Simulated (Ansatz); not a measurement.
# ClFH₃NOSi: up Jacob's ladder to CCSD(T)

The task here is to estimate one member of a computed series from the others.

Method: functionals in def2-TZVPP, the program's frozen cores in correlated methods; program: Ansatz 0.2.0, Gaussian basis.

Levels to be run: LDA (SPW92), PBE-D4, revPBE-D4, BLYP-D4, r2SCAN-D4, B97M-V, PBE0-D4, B3LYP-D4, r2SCANh-D4, r2SCAN0-D4, HSE06-D4, BHLYP-D4, CAM-B3LYP-D4, LC-ωPBE, ωB97X-V, ωB97M-V, B2PLYP, PBE-QIDH; CCSD(T)/def2-SVP; CCSD(T)/def2-TZVPP; MP2/def2-QZVPP; extrapolation to the limit; RPA on PBE.

**Structure used throughout**

The geometry comes from an earlier relaxation with PBE0-D4 in a triple-zeta def2 set; it is a stationary point, not always the lowest conformer.

SMILES `N[Si](O)(F)Cl`, 8 atoms, charge 0, spin multiplicity 1.

Atoms are counted from 1 here; the program's logs count them from 0.

Bond lengths: N1–Si2 1.687 Å, N1–H6 1.006 Å, N1–H7 1.007 Å, Si2–O3 1.622 Å, Si2–F4 1.583 Å, Si2–Cl5 2.038 Å, O3–H8 0.958 Å. Angles: Si2–N1–H6 120.7°, Si2–N1–H7 120.9°, H6–N1–H7 112.3°, N1–Si2–O3 111.9°, N1–Si2–F4 115.0°, N1–Si2–Cl5 106.7°, O3–Si2–F4 103.4°, O3–Si2–Cl5 113.3°, F4–Si2–Cl5 106.6°, Si2–O3–H8 117.0°.

Set-up of the first run:

Contents of in.yaml:

```yaml
crystal:
  periodic: [false, false, false]
  atoms:
    - {symbol: N, position_ang: [-0.731282, 0.739166, 0.597377]}
    - {symbol: Si, position_ang: [0.242615, -0.124384, -0.475791]}
    - {symbol: O, position_ang: [0.465195, -1.655750, 0.009021]}
    - {symbol: F, position_ang: [-0.349306, -0.283569, -1.935601]}
    - {symbol: Cl, position_ang: [1.981518, 0.922691, -0.663329]}
    - {symbol: H, position_ang: [-0.683331, 1.743200, 0.640719]}
    - {symbol: H, position_ang: [-1.633673, 0.387964, 0.874410]}
    - {symbol: H, position_ang: [0.800466, -1.786219, 0.897292]}
basis:
  gaussian: {orbitals: def2-TZVPP}
hamiltonian: {xc: lda}
output: {orbitals: {seedname: orbitals}}
```

Run with:

```
$ ansatz run in.yaml --threads 4 --pin off --events-out ev --progress --plain --max-ram 10444MiB
```

Steps of the session up to this table: LDA; PBE-D4 (GGA); revPBE-D4 (GGA); BLYP-D4 (GGA); r2SCAN-D4 (meta-GGA); B97M-V (meta-GGA); B3LYP-D4 (hybrid); r2SCANh-D4 (hybrid); r2SCAN0-D4 (hybrid); HSE06-D4 (hybrid); BHLYP-D4 (hybrid); CAM-B3LYP-D4 (range-separated); LC-ωPBE (range-separated); ωB97X-V (range-separated); ωB97M-V (range-separated); B2PLYP (double hybrid); PBE-QIDH (double hybrid).

One of the session's tables, all rows but one given; the rest of the session is left out.

It belongs to the step «Frontier levels by functional». 

| functional | HOMO (eV) | LUMO (eV) | gap (eV) |
| --- | --- | --- | --- |
| LDA (SPW92) | ? | ? | ? |
| PBE-D4 | -6.79 | -0.43 | 6.37 |
| revPBE-D4 | -6.72 | -0.34 | 6.38 |
| BLYP-D4 | -6.67 | -0.47 | 6.20 |
| r2SCAN-D4 | -7.15 | 0.27 | 7.42 |
| B97M-V | -7.22 | -0.15 | 7.07 |
| PBE0-D4 | -8.35 | 0.45 | 8.80 |
| B3LYP-D4 | -8.07 | 0.07 | 8.15 |
| r2SCANh-D4 | -7.72 | 0.54 | 8.26 |
| r2SCAN0-D4 | -8.59 | 0.91 | 9.50 |
| HSE06-D4 | -7.94 | 0.08 | 8.02 |
| BHLYP-D4 | -9.79 | 1.08 | 10.87 |
| CAM-B3LYP-D4 | -9.83 | 1.21 | 11.04 |
| LC-ωPBE | -11.29 | 2.58 | 13.87 |
| ωB97X-V | -10.87 | 2.36 | 13.24 |
| ωB97M-V | -10.76 | 1.90 | 12.66 |

**Question.** Estimate the row for LDA (SPW92).

The run gave: HOMO (eV): -6.99; LUMO (eV): -0.59; gap (eV): 6.40. In the column «HOMO (eV)» it lies between r2SCAN-D4 (-7.15) and PBE-D4 (-6.79).
